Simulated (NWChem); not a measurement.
# C2H5ClF2Si (SMILES FC[SiH](F)CCl) at 4 levels

Wanted: a comparison of 4 runs (HF/STO-3G, HF/3-21G, B3LYP/6-31G*) of C2H5ClF2Si. 

The calculation is run with NWChem 7.3.0.

## 1. Starting point

The species is C2H5ClF2Si (11 atoms), meant as a singlet with charge 0. SMILES: `FC[SiH](F)CCl`. The shape is that of a PBE0-D4/def2-TZVP optimisation. This is one conformer, not always the lowest.

Bond lengths: F1–C2 1.392 Å, C2–Si3 1.881 Å, Si3–F4 1.601 Å, Si3–C5 1.870 Å, C5–Cl6 1.788 Å, C2–H7 1.095 Å, C2–H8 1.095 Å, Si3–H9 1.481 Å, C5–H10 1.090 Å, C5–H11 1.090 Å. Some angles: F1–C2–Si3 109.8°, C2–Si3–F4 109.0°, C2–Si3–C5 109.9°, F4–Si3–C5 108.3°, Si3–C5–Cl6 106.1°, F1–C2–H7 108.3°, F1–C2–H8 108.4°, Si3–C2–H7 111.4°, Si3–C2–H8 110.9°, C2–Si3–H9 110.3°.

## 2. Energy and forces at HF/STO-3G (run 1)

c2h5clf2si.nw

```
start c2h5clf2si
memory total 2200 mb

geometry noautosym nocenter noautoz
  F       -1.219200      -1.252300       1.286300
  C       -1.443600      -0.580700       0.087500
  Si      -0.145900       0.761400      -0.143900
  F       -0.370700       1.899500       0.959500
  C        1.563000       0.041200       0.097300
  Cl       1.810100      -1.111500      -1.247100
  H       -2.454400      -0.159200       0.113500
  H       -1.402900      -1.308700      -0.729400
  H       -0.276700       1.376200      -1.485400
  H        1.651100      -0.511300       1.032700
  H        2.354600       0.788500       0.049600
end

basis "ao basis" spherical bse
  F library STO-3G
  C library STO-3G
  Si library STO-3G
  Cl library STO-3G
  H library STO-3G
end

scf
  thresh 1e-08
  maxiter 80
end

task scf gradient
```

Launch:

```sh
$ nwchem c2h5clf2si.nw > c2h5clf2si.out
```

Log:

```text
[...]
  functions       =    43
[...]
  wavefunction    = RHF
[...]
         Total SCF energy =  -1014.017145861294
      One-electron energy =  -2162.736414329543
      Two-electron energy =    771.027725869794
 Nuclear repulsion energy =    377.691542598455
        Time for solution =      8.3s
[...]
                         RHF ENERGY GRADIENTS
    atom               coordinates                        gradient
                 x          y          z           x          y          z
   1 F      -2.303954  -2.366504   2.430755    0.001203   0.004770  -0.004962
   2 C      -2.728008  -1.097364   0.165351   -0.003658   0.003241  -0.004843
   3 Si     -0.275711   1.438837  -0.271932    0.007849  -0.014988   0.033155
   4 F      -0.700521   3.589535   1.813192    0.001608  -0.009848  -0.009539
   5 C       2.953642   0.077857   0.183870    0.006928  -0.011906  -0.011204
   6 Cl      3.420593  -2.100430  -2.356677   -0.010043   0.017422   0.016118
   7 H      -4.638143  -0.300844   0.214484   -0.000481  -0.001172   0.004009
   8 H      -2.651097  -2.473084  -1.378366    0.001853  -0.002309   0.002388
   9 H      -0.522887   2.600641  -2.806999   -0.005062   0.013996  -0.026649
  10 H       3.120127  -0.966217   1.951520   -0.001615  -0.001910   0.002597
  11 H       4.449549   1.490049   0.093730    0.001419   0.002704  -0.001070
[...]
```

It took 12 s on 1 thread of Intel Xeon Platinum 8175M at 2.50GHz (Skylake/Cascade Lake), shared host; peak memory 0.098 GiB.

## 3. Energy and gradient at HF/3-21G (run 2)

nw.nw

```
start nw
memory stack 880 mb heap 220 mb global 1100 mb
charge 0

geometry units bohr noautosym nocenter noautoz
F  -2.30395409 -2.36650403  2.43075471
C  -2.72800863 -1.09736396  0.16535104
Si -0.27571104  1.43883747 -0.27193159
F  -0.70052147  3.58953477  1.81319222
C   2.95364193  0.07785672  0.18387035
Cl  3.42059326 -2.10043059 -2.35667745
H  -4.63814380 -0.30084440  0.21448392
H  -2.65109678 -2.47308458 -1.37836624
H  -0.52288722  2.60064109 -2.80699919
H   3.12012680 -0.96621697  1.95152017
H   4.44954913  1.49004905  0.09373042
end

basis spherical bse
* library 3-21G
end

scf
thresh 1e-08
maxiter 80
end

task scf gradient
```

Launch:

```sh
$ nwchem nw.nw > nw.out
```

Log:

```text
[...]
  functions       =    72
[...]
  wavefunction    = RHF
[...]
         Total SCF energy =  -1020.773551369768
      One-electron energy =  -2166.413297497719
      Two-electron energy =    767.948230657085
 Nuclear repulsion energy =    377.691515470866
        Time for solution =      7.7s
[...]
                         RHF ENERGY GRADIENTS
    atom               coordinates                        gradient
                 x          y          z           x          y          z
   1 F      -2.303954  -2.366504   2.430755   -0.007954   0.007634  -0.019684
   2 C      -2.728009  -1.097364   0.165351    0.020025   0.001459   0.025548
   3 Si     -0.275711   1.438837  -0.271932    0.001248   0.003243   0.014625
   4 F      -0.700521   3.589535   1.813192    0.004481  -0.020499  -0.018154
   5 C       2.953642   0.077857   0.183870   -0.006086  -0.024371  -0.036791
   6 Cl      3.420593  -2.100431  -2.356677   -0.010611   0.030689   0.033422
   7 H      -4.638144  -0.300844   0.214484   -0.007153   0.003306   0.001805
   8 H      -2.651097  -2.473085  -1.378366    0.001451  -0.005824  -0.005109
   9 H      -0.522887   2.600641  -2.806999   -0.000421   0.001733  -0.001799
  10 H       3.120127  -0.966217   1.951520    0.000073  -0.004155   0.007156
  11 H       4.449549   1.490049   0.093730    0.004948   0.006784  -0.001018
[...]
```

Wall time 12 s (1 thread of Intel Xeon Platinum 8175M at 2.50GHz (Skylake/Cascade Lake), shared host); peak memory 0.1 GiB.

Run 3 isn't shown in full; the table further down has it.

## 4. Energy and forces at B3LYP/6-31G(d) (Cartesian functions) (run 4)

c2h5clf2si.nw

```
echo
start c2h5clf2si
title "C2H5ClF2Si"
memory total 2200 mb
geometry units angstrom noautosym nocenter noautoz
F     -1.219200    -1.252300     1.286300
C     -1.443600    -0.580700     0.087500
Si    -0.145900     0.761400    -0.143900
F     -0.370700     1.899500     0.959500
C      1.563000     0.041200     0.097300
Cl     1.810100    -1.111500    -1.247100
H     -2.454400    -0.159200     0.113500
H     -1.402900    -1.308700    -0.729400
H     -0.276700     1.376200    -1.485400
H      1.651100    -0.511300     1.032700
H      2.354600     0.788500     0.049600
end
basis cartesian
* library 6-31G*
end
dft
xc b3lyp
grid fine
convergence energy 1e-08
maxiter 100
mulliken
print medium
end
task dft gradient
```

Launch:

```sh
$ nwchem c2h5clf2si.nw > c2h5clf2si.out
```

Log, shortened:

```text
[...]
          Wavefunction type:  closed shell.
          No. of atoms     :    11
          No. of electrons :    66
[...]
          Charge           :     0
          Spin multiplicity:     1
[...]
          AO basis - number of functions:   108
[...]
              XC Information
              --------------
                         B3LYP Method XC Potential
                     Hartree-Fock (Exact) Exchange  0.200
                        Slater Exchange Functional  0.800 local
                    Becke 1988 Exchange Functional  0.720 non-local
              Lee-Yang-Parr Correlation Functional  0.810
                  VWN I RPA Correlation Functional  0.190 local
[...]
 d= 0,ls=0.0,diis     1  -1028.5353402494 -1.41D+03  1.52D-02  1.13D+00     8.7
[...]
 d= 0,ls=0.0,diis    10  -1028.6439683948 -1.24D-09  2.07D-07  1.09D-09    63.3
         Total DFT energy =    -1028.643968394790
      One electron energy =    -2173.743781427555
           Coulomb energy =      850.367438157461
    Exchange-Corr. energy =      -82.959167723151
 Nuclear repulsion energy =      377.691542598455
[...]
      Total Density - Mulliken Population Analysis
     ---------------------------------------------
[...]
  wavefunction    = closed shell
                         DFT ENERGY GRADIENTS
    atom               coordinates                        gradient
                 x          y          z           x          y          z
   1 F      -2.303954  -2.366504   2.430755   -0.002567   0.002920  -0.006938
   2 C      -2.728008  -1.097364   0.165351    0.002683   0.000174   0.004120
   3 Si     -0.275711   1.438837  -0.271932    0.002249   0.001746   0.005749
   4 F      -0.700521   3.589535   1.813192    0.001760  -0.009177  -0.008447
   5 C       2.953642   0.077857   0.183870   -0.001068  -0.004609  -0.006405
   6 Cl      3.420593  -2.100430  -2.356677   -0.003948   0.009702   0.010244
   7 H      -4.638143  -0.300844   0.214484    0.002137  -0.000649   0.000998
   8 H      -2.651097  -2.473084  -1.378366    0.000990   0.001166   0.002000
   9 H      -0.522887   2.600641  -2.806999   -0.000365  -0.000507   0.001290
  10 H       3.120127  -0.966217   1.951520   -0.000256   0.000301  -0.001796
  11 H       4.449549   1.490049   0.093730   -0.001615  -0.001067  -0.000815
[...]
```

Wall time 90 s (1 thread of Intel Xeon Platinum 8175M at 2.50GHz (Skylake/Cascade Lake), shared host); peak memory 0.13 GiB.

## 5. The series

| run | level | iteration cap | module | energy (Eh) | dipole moment (D) | HOMO energy (eV) | LUMO energy (eV) | wall time |
| --- | --- | --- | --- | --- | --- | --- | --- | --- |
| 1 | HF/STO-3G | 80 | scf | -1014.017146 | 1.58 | -9.51 | 9.78 | 12 s |
| 2 | HF/3-21G | 80 | scf | -1020.773551 | 1.63 | -11.79 | 4.10 | 12 s |
| 3 | B3LYP/6-31G* (spherical functions) | 100 | dft | -1028.635136 | – | – | – | 86 s |
| 4 | B3LYP/6-31G* (Cartesian functions) | 100 | dft | -1028.643968 | 1.00 | -7.96 | -0.05 | 90 s |

## 6. Outcome

| quantity | value |
| --- | --- |
| run 4: total energy | -1028.64397 Eh |
| run 4: dipole moment | 1.00 D |
| run 4: HOMO energy | -7.96 eV |
| run 4: LUMO energy | -0.05 eV |
| run 4: HOMO–LUMO gap | 7.91 eV |
| run 4: largest force on an atom | 0.753 eV/Å |

What this shows: Over runs 1, 2, 4 the dipole moment (its size) runs from 1.00 D (B3LYP/6-31G*) to 1.63 D (HF/3-21G). The two ends differ in method and basis. Over runs 1, 2, 4 the HOMO–LUMO gap runs from 7.91 eV (B3LYP/6-31G*) to 19.29 eV (HF/STO-3G). In run 1 the basis is minimal, so the values are rough. All runs together took 3.3 min, the longest 90 s.
